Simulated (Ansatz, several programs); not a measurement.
NaMgBr3 in the cubic perovskite structure, relaxed with r2SCAN in Ansatz (plane waves, PAW): space group Pm-3m (No. 221), cubic; a = 5.269 Å in the conventional setting, 29.25 Å³ an atom. Na has 12 Br at 3.73 Å; Mg has 6 Br at 2.63 Å; Br has 2 Mg at 2.63 Å and 4 Na at 3.73 Å. The cell was then scaled with its shape and fractional coordinates held. Spin-unpolarised throughout. Whether this structure exists isn't addressed.

```tsv
V (Å³/atom)	E (meV/atom)
27.498	10.59
28.375	2.53
29.253	0.00
31.008	8.31
```

Problem. Pass a cubic E = c₀ + c₁u + c₂u² + c₃u³, with u = V − 29.034 Å³, through these points.

Solution. c₀ = 0.16, c₁ = -1.406, c₂ = 3.200, c₃ = -0.2000 (meV and Å³).

Problem. Where is the minimum, and what bulk modulus follows?

Solution. dE/du = 0 at u = +0.224, so V₀ = 29.26 Å³. B = V₀ d²E/dV² = 29.26 × (2c₂ + 6c₃u) = 29.26 × 6.130 = 179 meV/Å³, and 1 meV/Å³ is 0.16022 GPa: 29 GPa. A third-order Birch-Murnaghan fit to all five points gives 29.26 Å³ and 28 GPa.

Problem. Predict the energy and the pressure at the withheld volume, 30.130 Å³.

Solution. With u = +1.096: E ≈ 2.20 meV and P = −dE/dV ≈ -0.78 GPa. The run gives 2.16 meV and, from its stress, -0.78 GPa.
